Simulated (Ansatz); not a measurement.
# Co5: the cost of one run

The runs use Ansatz 0.2.0, Gaussian basis; UKS PBE0-D4/def2-TZVPD.

Levels to be run: relaxation at PBE-D4/def2-SVPD; a single point at PBE0-D4/def2-TZVPD.

7 further runs of the same task are left out: 5 that didn't finish, 2 set aside as unsound or not needed.

## 1. The starting structure

5 atoms, charge -1, spin multiplicity 11.

Atoms are counted from 1 here; the program's logs count them from 0.

Bond lengths: Co1–Co2 2.335 Å, Co1–Co3 2.359 Å, Co1–Co4 2.360 Å, Co1–Co5 2.340 Å, Co2–Co3 2.366 Å, Co2–Co4 2.366 Å, Co2–Co5 2.335 Å, Co3–Co5 2.354 Å, Co4–Co5 2.355 Å. Angles: Co2–Co1–Co3 60.5°, Co2–Co1–Co4 60.5°, Co2–Co1–Co5 59.9°, Co3–Co1–Co4 110.3°, Co3–Co1–Co5 60.1°, Co4–Co1–Co5 60.1°, Co1–Co2–Co3 60.2°, Co1–Co2–Co4 60.3°, Co1–Co2–Co5 60.1°, Co3–Co2–Co4 109.8°, Co3–Co2–Co5 60.1°, Co4–Co2–Co5 60.1°, Co1–Co3–Co2 59.2°, Co1–Co3–Co5 59.6°, Co2–Co3–Co5 59.3°, Co1–Co4–Co2 59.2°, Co1–Co4–Co5 59.5°, Co2–Co4–Co5 59.3° and more.

No spin-orbit coupling is included. The ion is computed in the gas phase, without counter-ions or solvent.

The start is a GFN1-xTB geometry.

## 2. Relaxation at PBE-D4/def2-SVPD

File in.yaml:

```yaml
crystal:
  periodic: [false, false, false]
  atoms:
    - {symbol: Co, position_ang: [0.529290, -1.192840, 0.344320]}
    - {symbol: Co, position_ang: [-0.730910, 0.692220, 0.902900]}
    - {symbol: Co, position_ang: [1.608820, 0.888290, 0.608790]}
    - {symbol: Co, position_ang: [-1.601640, -0.891470, -0.623320]}
    - {symbol: Co, position_ang: [0.194440, 0.503800, -1.232680]}
basis:
  gaussian: {orbitals: def2-SVPD}
total_charge: -1
magnetization: {spin_polarized: true, initial_magnetization: 10}
hamiltonian: {xc: pbe, dispersion: d4}
scf: {lower_state_search: "off"}
output: {orbitals: {seedname: orbitals}}
relax: {f_tol: 0.02, max_steps: 100}
```

The run is started by

```
ansatz run in.yaml --threads 4 --pin off --events-out ev --progress --plain --max-ram 4787MiB
```

What time and memory should one allow on 4 threads of Arm Neoverse V2, shared host?

About 2.3 min, with a peak of 0.64 GiB.
